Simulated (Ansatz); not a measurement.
**BCCD/pc-1 (sfX2C, density fitting with cc-pVTZ-jkfit) run of BCl2F (dichlorofluoroborane)**

Aim: the energy difference between two shapes of BCl2F (dichlorofluoroborane) at BCCD/pc-1 (sfX2C, density fitting with cc-pVTZ-jkfit), from 2 runs. 

The results are computed with Ansatz 0.2.0.

8 further runs of the same task are left out: 1 for a known fault of the program, 1 that didn't finish, 6 set aside as unsound or not needed.

### Step 1. The system as given

BCl2F has 4 atoms, charge 0, and is taken as a singlet. SMILES: `FB(Cl)Cl`. Geometry: a rough force-field guess.

Bond lengths: F1–B2 1.477 Å, B2–Cl3 1.865 Å, B2–Cl4 1.913 Å. Angles: F1–B2–Cl3 121.2°, F1–B2–Cl4 117.2°, Cl3–B2–Cl4 121.5°.

### Step 2. Energy and forces at BCCD/pc-1 (sfX2C, density fitting with cc-pVTZ-jkfit)

Input file molecule.yaml:

```yaml
crystal:
  periodic: [false, false, false]
  atoms:
    - {symbol: F, position_ang: [0.157400, -1.319300, -0.864500]}
    - {symbol: B, position_ang: [-0.003400, -0.092300, -0.058500]}
    - {symbol: Cl, position_ang: [-1.666700, 0.406300, 0.622100]}
    - {symbol: Cl, position_ang: [1.568200, 0.945000, 0.280600]}
basis:
  gaussian: {orbitals: pc-1.json, fitting: {mean_field: cc-pVTZ-jkfit}}
hamiltonian: {pseudopotentials: {relativity: scalar}}
output: {forces: true}
correlation: {method: bccd, electrons: outside_noble_gas, diis_vectors: 1}
```

The basis set pc-1 is read from a file made from the Basis Set Exchange's data (not shown).

On the command line:

```
$ ansatz run molecule.yaml --threads 1 --pin off --max-ram 2610MiB --events-out events.jsonl --progress --plain --runs-dir runs
```

Standard output (excerpt; [...] marks lines left out):

```text
Warning: RAYON_NUM_THREADS=1 ignored (pool sized by the plan → 1); use --threads N
Functional definition: HF
  name "HF"
[...]
400 factors; integrals over basis functions are off by at most 2.8e-1 eV
[...]
mean field -28456.79790638 eV, -1045.7680343491 hartree, gradient 2.5e-6 eV, S^2 0.000000; 0 other end points of the search recorded, 0 dependent functions left out
12 core orbitals not correlated: weight in the atoms' cores, before any rotation towards them, 1.000 or more for the frozen orbitals, at most 0.000 for the correlated occupied ones
reference -28456.79790638 eV, -1045.7680343491 hartree; 12, 12 occupied and 40, 40 virtual orbitals, 400 factors
second order -14.56328223 eV of doubles, -0.00000000 eV of singles
cycle   1  -14.77304362 eV  change   -2.1e-1 eV  update   1.0e-1
[...]
cycle  13  -15.16331731 eV  change    1.9e-5 eV  update   7.2e-6
[...]
Total energy: -28471.96122369 eV, -1046.3252759823 hartree
Relativity: scalar
Atom 0 at     0.157400    -1.319300    -0.864500 Å, force    -0.678310     4.185367     2.751879 eV/Å
Atom 1 at    -0.003400    -0.092300    -0.058500 Å, force     0.809311    -1.462102    -0.966708 eV/Å
Atom 2 at    -1.666700     0.406300     0.622100 Å, force     2.650756    -0.888841    -1.165600 eV/Å
Atom 3 at     1.568200     0.945000     0.280600 Å, force    -2.781758    -1.834423    -0.619570 eV/Å
Dipole moment:    -0.077505     0.091231     0.067923 e Å
```

It took 3.6 s on 1 thread of Intel Xeon Platinum 8559C (Emerald Rapids), shared host.

### Step 3. The distorted shape at the same level

Input file molecule.yaml:

```yaml
crystal:
  periodic: [false, false, false]
  atoms:
    - {symbol: F, position_ang: [-0.241549, -1.155265, -0.837504]}
    - {symbol: B, position_ang: [0.001393, -0.026315, -0.085921]}
    - {symbol: Cl, position_ang: [-1.714444, 0.382738, 0.636025]}
    - {symbol: Cl, position_ang: [1.453104, 1.053383, 0.315552]}
basis:
  gaussian: {orbitals: pc-1.json, fitting: {mean_field: cc-pVTZ-jkfit}}
hamiltonian: {pseudopotentials: {relativity: scalar}}
output: {forces: true}
correlation: {method: bccd, electrons: outside_noble_gas, diis_vectors: 1}
```

The basis set pc-1 is read from a file made from the Basis Set Exchange's data (not shown).

On the command line:

```
$ ansatz run molecule.yaml --threads 1 --pin off --max-ram 2610MiB --events-out events.jsonl --progress --plain --runs-dir runs
```

Standard output (excerpt; [...] marks lines left out):

```text
Warning: RAYON_NUM_THREADS=1 ignored (pool sized by the plan → 1); use --threads N
[... 2 set-up lines as earlier in the session ...]
[...]
400 factors; integrals over basis functions are off by at most 2.7e-1 eV
[...]
mean field -28456.98726314 eV, -1045.7749930816 hartree, gradient 2.8e-6 eV, S^2 0.000000; 0 other end points of the search recorded, 0 dependent functions left out
12 core orbitals not correlated: weight in the atoms' cores, before any rotation towards them, 1.000 or more for the frozen orbitals, at most 0.000 for the correlated occupied ones
reference -28456.98726314 eV, -1045.7749930816 hartree; 12, 12 occupied and 40, 40 virtual orbitals, 400 factors
second order -14.47768312 eV of doubles, -0.00000000 eV of singles
cycle   1  -14.72040446 eV  change   -2.4e-1 eV  update   9.5e-2
[...]
cycle  13  -15.08786158 eV  change    1.6e-5 eV  update   7.0e-6
[...]
Total energy: -28472.07512472 eV, -1046.3294617676 hartree
Relativity: scalar
Atom 0 at    -0.241549    -1.155265    -0.837504 Å, force     2.221229     2.035004     0.917882 eV/Å
Atom 1 at     0.001393    -0.026315    -0.085921 Å, force    -2.672486    -0.068319     0.570296 eV/Å
Atom 2 at    -1.714444     0.382738     0.636025 Å, force     2.415268     0.091799    -0.526955 eV/Å
Atom 3 at     1.453104     1.053383     0.315552 Å, force    -1.964012    -2.058484    -0.961224 eV/Å
Dipole moment:     0.264330     0.026744    -0.044750 e Å
```

It took 3.9 s on 1 thread of Intel Xeon Platinum 8559C (Emerald Rapids), shared host.

### Step 4. What came out

At BCCD/pc-1 (sfX2C, density fitting with cc-pVTZ-jkfit), 12 core orbitals frozen:

| quantity | value |
| --- | --- |
| first shape: total energy | -1046.32528 Eh |
| first shape: dipole moment (correlated density) | 0.66 D |
| first shape: correlation energy (12 core orbitals frozen) | -557.2 mEh |
| first shape: largest force on an atom | 5.055 eV/Å |
| distorted shape: total energy | -1046.32946 Eh |
| distorted shape: dipole moment (correlated density) | 1.29 D |
| distorted shape: correlation energy (12 core orbitals frozen) | -554.5 mEh |
| distorted shape: largest force on an atom | 3.149 eV/Å |
| energy change with the atoms displaced | -0.114 eV |

What this shows: With the atoms displaced the energy falls by 0.11 eV (2.6 kcal/mol). The first shape isn't relaxed at this level, so the change isn't measured from a minimum. The largest force (first shape) is 5.05 eV/Å: the shape isn't a stationary point for this species at this level. Mulliken charges (distorted shape) run from -0.28 on F1 to +0.73 on B2; they depend strongly on the basis.
